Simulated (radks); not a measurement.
# Cd³⁵⁺ in [Ne] 3s2 3p1: an all-electron calculation

The task here is to estimate one member of a computed series from the others.

Method: Dirac Kohn-Sham, PBE, spin-unpolarised, spherical densities, finite nucleus; open shells are shared between the two j in proportion to 2j + 1. Code: radks (a radial shooting solver on a logarithmic mesh, Libxc functionals) version 1.

### Starting point

* element: cadmium (Z = 48)
* charge: +35
* electrons: 13
* configuration: [Ne] 3s2 3p1
* nuclear rms radius: 4.6087 fm

Outer shells as boxes (Hund's rule):

Cd³⁵⁺
```
[Ne] core
3s [↑↓]
3p [↑ ][  ][  ]
```

Set-up of the first run:

Input:

```text
Z 48
configuration [Ne] 3s2 3p1
relativity Dirac
functional pbe,pbe
spin unpolarised
j_filling average
nucleus finite rms 4.6087 fm
c 137.035999084
```

Run with:

```console
> python run_ks.py task.json out
```

This one command runs every case of the session in turn.

One table of the session follows, with a row left open; its other results are not shown here.

It belongs to the step «Radial structure». Radial moments (bohr):

| level | <r> | outermost maximum (interpolated) | 90 % within | nodes |
| --- | --- | --- | --- | --- |
| 1s1/2 | 0.03038 | 0.0197 | 0.0545 | 0 |
| 2s1/2 | ? | ? | ? | ? |
| 2p1/2 | 0.1093 | 0.0852 | 0.178 | 0 |
| 2p3/2 | 0.1142 | 0.0895 | 0.185 | 0 |
| 3s1/2 | 0.3145 | 0.298 | 0.456 | 2 |
| 3p1/2 | 0.2995 | 0.282 | 0.444 | 1 |
| 3p3/2 | 0.3068 | 0.289 | 0.454 | 1 |

Q: Estimate the row for 2s1/2 from the others.

As computed: <r>: 0.1292; outermost maximum (interpolated): 0.111; 90 % within: 0.199; nodes: 1. In the column «<r>» it lies between 2p3/2 (0.1142) and 3p1/2 (0.2995).

Limits of these values: Spin polarisation and multiplet splitting are left out.
